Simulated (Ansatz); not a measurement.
# BAs (zincblende type): from bands to localised orbitals

Where do the localised orbitals of BAs (zincblende type) sit, how far are they spread, and how do the settings change that? The runs, in order: PBE, anion s p, 6×6×6; PBE, anion s p, 4×4×4; PBE, anion s p, 8×8×8; PBE, anion p, 6×6×6; PBE, all s p, disentangled, 6×6×6; r2SCAN, anion s p, 6×6×6; r2SCAN, anion p, 6×6×6; HSE06, anion s p, 6×6×6; HSE06, anion p, 6×6×6 (level, trial orbitals, Wannier mesh).

Method: plane waves, PAW, in Ansatz 0.2.0.

1 further run of the same task is left out (it didn't finish).

### Step 1. The system as given

The structure is cubic, space group F-43m (No. 216). The conventional cell has a = 4.784 Å, b = 4.784 Å, c = 4.784 Å, α = 90.00°, β = 90.00°, γ = 90.00°. B (site symmetry -43m) is surrounded by 4 As at 2.07 Å. As (site symmetry -43m) is surrounded by 4 B at 2.07 Å.

As a file:

```cif
data_structure
_symmetry_space_group_name_H-M 'F-43m'
_symmetry_Int_Tables_number 216
_cell_length_a 4.7837
_cell_length_b 4.7837
_cell_length_c 4.7837
_cell_angle_alpha 90.000
_cell_angle_beta 90.000
_cell_angle_gamma 90.000
_cell_volume 109.47
loop_
_atom_site_label
_atom_site_type_symbol
_atom_site_symmetry_multiplicity
_atom_site_Wyckoff_symbol
_atom_site_fract_x
_atom_site_fract_y
_atom_site_fract_z
_atom_site_occupancy
B1 B 4 a 0.00000 0.00000 0.00000 1
As1 As 4 d 0.25000 0.25000 0.75000 1
```

The cell was relaxed beforehand with r2SCAN; those runs aren't shown.

### Step 2. PBE, anion s p, 6×6×6

input.yaml reads:

```yaml
crystal:
  lattice:
    - [0.0, 2.3918676038, 2.3918676038]
    - [2.3918676038, 0.0, 2.3918676038]
    - [2.3918676038, 2.3918676038, 0.0]
  atoms:
    - { symbol: B, position: [0.0, 0.0, 0.0] }
    - { symbol: As, position: [0.25, 0.25, 0.25] }
kpoints:
  mp_grid: { grid: [8, 8, 8] }
  band_path:
    path:
      - [[0.0, 0.0, 0.0], [-0.5, -0.5, -7.735616162633e-34], [-0.375, -0.375, 0.25]]
      - [[-0.375, -3.538141307563e-17, 0.375], [0.0, 0.0, 0.0], [-9.499709264219e-18, -9.499709264219e-18, 0.5], [-0.5, -0.25, 0.25], [-0.5, -0.5, -7.735616162633e-34]]
    npoints: 10
hamiltonian:
  xc: pbe
scf:
  occupations: { method: fixed }
  n_extra_bands: 6
output:
  forces: false
  stress: false
  eigenvalues: true
  wannier:
    kmesh: [6, 6, 6]
    projections: [{ species: As, l: s, shell: 4 }, { species: As, l: p, shell: 4 }]
    minimise: true
    write_hr: true
    conv_tol: 1.0e-08
    max_iter: 3000
```

The run is started by

```
$ ansatz run input.yaml --threads 4 --pin off --max-ram 3686MiB --backend cpu --events-out ev --progress --plain --runs-dir out
```

The runs that follow: PBE, anion s p, 4×4×4; PBE, anion s p, 8×8×8; PBE, anion p, 6×6×6; PBE, all s p, disentangled, 6×6×6; r2SCAN, anion s p, 6×6×6; r2SCAN, anion p, 6×6×6; HSE06, anion s p, 6×6×6; HSE06, anion p, 6×6×6.

Q: Predict the results of all the runs planned. Wanted: total spread, PBE, anion s p, 6×6×6; total spread, PBE, anion s p, 4×4×4; total spread, PBE, anion s p, 8×8×8; total spread, PBE, anion p, 6×6×6; total spread, PBE, all s p, disentangled, 6×6×6; total spread, r2SCAN, anion s p, 6×6×6; total spread, r2SCAN, anion p, 6×6×6; total spread, HSE06, anion s p, 6×6×6; total spread, HSE06, anion p, 6×6×6.

**Answer**, as computed:

| quantity | value |
| --- | --- |
| total spread, PBE, anion s p, 6×6×6 | 5.85 Å² over 4 functions |
| total spread, PBE, anion s p, 4×4×4 | 5.07 Å² over 4 functions |
| total spread, PBE, anion s p, 8×8×8 | 6.21 Å² over 4 functions |
| total spread, PBE, anion p, 6×6×6 | 8.13 Å² over 3 functions |
| total spread, PBE, all s p, disentangled, 6×6×6 | 9.10 Å² over 8 functions |
| total spread, r2SCAN, anion s p, 6×6×6 | 5.77 Å² over 4 functions |
| total spread, r2SCAN, anion p, 6×6×6 | 8.13 Å² over 3 functions |
| total spread, HSE06, anion s p, 6×6×6 | 5.67 Å² over 4 functions |
| total spread, HSE06, anion p, 6×6×6 | 8.06 Å² over 3 functions |
| centres of the first set | 0.99 Å from the nearest atom |

In words: With PBE, anion s p, 6×6×6 the 4 functions move off the atoms, with a mean spread of 1.46 Å²; 92 % of the total is gauge invariant. The total spread goes from 5.07 Å² on 4×4×4 to 6.21 Å² on 8×8×8: finite differences in k understate it on coarse meshes, while the largest miss of a band goes from 0.40 to 0.05 eV. On one set and mesh the functional gives 5.85 (PBE), 5.77 (r2SCAN), 5.67 (HSE06) Å². The disentangled models miss some band by up to 2.6 eV, which may lie outside their frozen windows.
